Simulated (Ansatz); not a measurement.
The same calculation of CH₆OSSn, SMILES C[O][SnH2][SH] as a Python script and as an input file (Ansatz 0.2.0 through its Python package).

The script, `ch6ossn.py`:
```python
"""Electronic structure of the CH6OSSn molecule."""

import json

import ansatz as az
from ase import Atoms
import numpy as np
import pandas as pd

BASIS = "def2-SVP"
XC = "pbe0"


def main() -> None:
    atoms = Atoms(["C", "O", "Sn", "S", "H", "H", "H", "H", "H", "H"], positions=[
        [-0.8911, 1.1699, -0.0887],
        [-1.3573, -0.1266, -0.113],
        [0.1746, -1.2336, 0.4219],
        [1.885, -1.3154, -1.3722],
        [-0.6173, 1.5139, 0.9014],
        [-0.1216, 1.3972, -0.8356],
        [-1.7694, 1.8571, -0.3911],
        [-0.3001, -2.8389, 0.8023],
        [0.9658, -0.5184, 1.8944],
        [2.1146, 0.0436, -1.2166],
    ])
    mol = az.Crystal.molecule_from_ase(atoms)

    calculation = (
        mol.calculation()
        .basis(gaussian=BASIS)
        .functional(XC)
        .forces()
    )
    trace = []
    outcome = calculation.session().plan().execute(on_event=trace.append)
    summary = outcome.report
    for event in trace:
        if event["event"] == "mean_field_evaluation" and event["data"]["evaluation"] <= 25:
            print("pass {evaluation:3d}  E = {energy_ev:.6f} eV  gradient {gradient_ev:.1e}".format(**event["data"]))

    for key in ("converged", "free_energy_ev", "reference_energy_ev", "n_frozen", "n_occupied", "n_virtual"):
        print(f"{key:22s} {summary[key]}")

    symbols = [site.symbol for site in mol.cartesian_sites]
    forces = np.array(summary["forces_ev_ang"])
    print("largest force", round(float(np.linalg.norm(forces, axis=1).max()), 4), "eV/A, rms", round(float(np.sqrt((forces ** 2).mean())), 4))

    charges = summary["charge_distribution"]
    table = pd.DataFrame({"atom": symbols, "mulliken": charges["mulliken_charges_e"], "lowdin": charges["lowdin_charges_e"]})
    print(table.round(3).to_string())
    print("dipole (e A):", np.round(charges["dipole_moment_e_ang"], 4) + 0.0)
    with open("ch6ossn.json", "w") as handle:
        json.dump({k: summary[k] for k in ("free_energy_ev", "reference_energy_ev", "n_occupied", "n_virtual")}, handle, indent=1)


if __name__ == "__main__":
    main()
```

```console
$ python ch6ossn.py
pass   1  E = -19830.566609 eV  gradient 4.6e+01
pass   2  E = -19816.555346 eV  gradient 9.4e+01
pass   3  E = -19834.790893 eV  gradient 1.3e+01
pass   4  E = -19835.129335 eV  gradient 4.6e+00
pass   5  E = -19835.176479 eV  gradient 6.8e-01
pass   6  E = -19835.176407 eV  gradient 6.8e-01
pass   7  E = -19835.337001 eV  gradient 9.3e-01
pass   8  E = -19835.339488 eV  gradient 1.6e-01
pass   9  E = -19835.339542 eV  gradient 6.7e-02
pass  10  E = -19835.339555 eV  gradient 1.5e-02
pass  11  E = -19835.339561 eV  gradient 1.5e-02
pass  12  E = -19835.339562 eV  gradient 3.2e-03
pass  13  E = -19835.339562 eV  gradient 1.4e-03
pass  14  E = -19835.339562 eV  gradient 2.1e-04
pass  15  E = -19835.339562 eV  gradient 2.1e-04
pass  16  E = -19835.339562 eV  gradient 4.9e-05
pass  17  E = -19835.339562 eV  gradient 4.9e-05
converged              True
free_energy_ev         -19835.33959108568
reference_energy_ev    -19835.33959108568
n_frozen               0
n_occupied             [29, 29]
n_virtual              [73, 73]
largest force 3.6124 eV/A, rms 0.9055
  atom  mulliken  lowdin
0    C     0.103   0.021
1    O    -0.538  -0.078
2   Sn     0.660   0.191
3    S    -0.291   0.045
4    H     0.039  -0.019
5    H     0.028  -0.020
6    H     0.050   0.000
7    H    -0.060  -0.068
8    H    -0.091  -0.072
9    H     0.100  -0.001
dipole (e A): [0.0897 0.2214 0.2636]
```

`input.yaml`:
```yaml
crystal:
  periodic: [false, false, false]
  atoms:
    - { symbol: C, position_ang: [-0.8911, 1.1699, -0.0887] }
    - { symbol: O, position_ang: [-1.3573, -0.1266, -0.113] }
    - { symbol: Sn, position_ang: [0.1746, -1.2336, 0.4219] }
    - { symbol: S, position_ang: [1.885, -1.3154, -1.3722] }
    - { symbol: H, position_ang: [-0.6173, 1.5139, 0.9014] }
    - { symbol: H, position_ang: [-0.1216, 1.3972, -0.8356] }
    - { symbol: H, position_ang: [-1.7694, 1.8571, -0.3911] }
    - { symbol: H, position_ang: [-0.3001, -2.8389, 0.8023] }
    - { symbol: H, position_ang: [0.9658, -0.5184, 1.8944] }
    - { symbol: H, position_ang: [2.1146, 0.0436, -1.2166] }
basis:
  gaussian: { orbitals: def2-SVP }
hamiltonian:
  xc: pbe0
output:
  forces: true
```

Launched from the shell:
```console
$ ansatz run input.yaml --threads 1 --pin off --max-ram 4096MiB --backend cpu --events-out ev --progress --plain --runs-dir out
Engine: ansatz 0.2.0, aarch64-unknown-linux-gnu
Functional definition: PBE0
  parameter a = 0.25
  parameter kappa = 0.804
  parameter beta = 0.06672455060314922
  exchange = (1 - a)*pbe_x(kappa = kappa, mu = beta*pi^2/3) + a*exact_x
  correlation = pbe_c(beta = beta)
1085 factors; integrals over basis functions are off by at most 1.3e-3 eV
mean field evaluation 1: about -19830.5666 eV, gradient 4.6e1 eV
mean field evaluation 2: about -19816.5553 eV, gradient 9.4e1 eV
mean field evaluation 4: about -19835.1293 eV, gradient 4.6e0 eV
mean field evaluation 8: about -19835.3395 eV, gradient 1.6e-1 eV
mean field evaluation 16: about -19835.3396 eV, gradient 4.9e-5 eV
mean field -19835.33956172 eV, -728.9352840170 hartree, gradient 4.9e-5 eV, S^2 0.000000; 0 other end points of the search recorded, 0 dependent functions left out
the calculation of the forces begins
reference -19835.33959109 eV, -728.9352850963 hartree; 29, 29 occupied and 73, 73 virtual orbitals, 1085 factors
Total energy: -19835.33959109 eV, -728.9352850963 hartree
Atom 0 at    -0.891100     1.169900    -0.088700 Å, force    -2.650356     2.142419    -1.198091 eV/Å
Atom 1 at    -1.357300    -0.126600    -0.113000 Å, force     0.077704    -0.563689     0.031480 eV/Å
Atom 2 at     0.174600    -1.233600     0.421900 Å, force     1.646878    -1.098918     0.979755 eV/Å
Atom 3 at     1.885000    -1.315400    -1.372200 Å, force    -0.454317     0.956948     0.567683 eV/Å
Atom 4 at    -0.617300     1.513900     0.901400 Å, force     0.549014     0.257323     0.685478 eV/Å
Atom 5 at    -0.121600     1.397200    -0.835600 Å, force     0.516945    -0.021522    -0.083416 eV/Å
Atom 6 at    -1.769400     1.857100    -0.391100 Å, force     1.037604    -0.705199     0.342640 eV/Å
Atom 7 at    -0.300100    -2.838900     0.802300 Å, force    -0.107716     0.097207    -0.210439 eV/Å
Atom 8 at     0.965800    -0.518400     1.894400 Å, force    -0.582682    -0.229025    -0.957247 eV/Å
Atom 9 at     2.114600     0.043600    -1.216600 Å, force    -0.033074    -0.835544    -0.157844 eV/Å
Dipole moment:     0.089704     0.221370     0.263573 e Å
```

What to keep in mind:
- Total energies depend on the basis set; only differences at equal settings carry meaning.
- The geometry is a force-field or estimated start, not a minimum of this method, and the basis set is short of its limit.
- def2 sets replace the cores of elements past krypton by effective core potentials.
- The Löwdin charges here are taken after orthogonalising the functions within each atom; they differ from plain Löwdin charges, and their signs can be unphysical.
- Early passes use coarser integrals and grids, so their energies can't be compared with the last.
- Wall time of the script: 6.2 s on 1 thread of Arm Neoverse V1, with other jobs on the host, peak memory 0.33 GiB.
